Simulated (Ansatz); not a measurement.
# ZnTe3O: the cost of one run

Computed with Ansatz 0.2.0 (DFT PBE, scalar-relativistic, plane waves, PAW, unless a step's input says otherwise).

## (1) Starting point

It takes space group Pm-3m (No. 221, cubic). The conventional cell has a = 4.690 Å, b = 4.690 Å, c = 4.690 Å, α = 90.00°, β = 90.00°, γ = 90.00°. Zn (site symmetry m-3m) has 6 Te at 2.34 Å as nearest neighbours. Te (site symmetry 4/mmm) has 2 Zn at 2.34 Å as nearest neighbours. Around O (site symmetry m-3m) lie 12 Te at 3.32 Å.

Structure file:

```
CELL_PARAMETERS angstrom
4.68985 0.00000 0.00000
0.00000 4.68985 0.00000
0.00000 0.00000 4.68985
ATOMIC_POSITIONS crystal
Zn 0.00000 0.00000 0.00000
Te 0.50000 0.00000 0.00000
Te 0.00000 0.50000 0.00000
Te 0.00000 0.00000 0.50000
O 0.50000 0.50000 0.50000
```

Recipe of the guess: species swapped into a database cell of KMgF3 (Pm-3m, No. 221), with O on the K sites, Zn on the Mg sites and Te on the F sites. Lengths come from tabulated atomic sizes and are only a guess.

## (2) A first look at the guess

input.yaml reads:

```yaml
crystal:
  lattice:
    - [4.68985261, 0.0, 0.0]
    - [0.0, 4.68985261, 0.0]
    - [0.0, 0.0, 4.68985261]
  atoms:
    - { symbol: Zn, position: [0.0, 0.0, 0.0] }
    - { symbol: Te, position: [0.5, 0.0, 0.0] }
    - { symbol: Te, position: [0.0, 0.5, 0.0] }
    - { symbol: Te, position: [0.0, 0.0, 0.5] }
    - { symbol: O, position: [0.5, 0.5, 0.5] }
basis:
  ecutwfc: 420
kpoints:
  mp_grid: { grid: [4, 4, 4] }
hamiltonian:
  xc: pbe
scf:
  occupations: { method: gaussian, width: 0.1 }
  lower_state_search: "off"
output:
  forces: true
  stress: true
  eigenvalues: true
```

On the command line:

```
$ ansatz run input.yaml --threads 1 --pin off --max-ram 2560MiB --backend cpu --events-out ev --progress --plain --runs-dir out
```

Q: Estimate wall time and peak memory on 1 thread of Intel Xeon Platinum 8259CL at 2.50GHz (Skylake/Cascade Lake), shared host.

About 3.2 s, with a peak of 0.42 GiB.
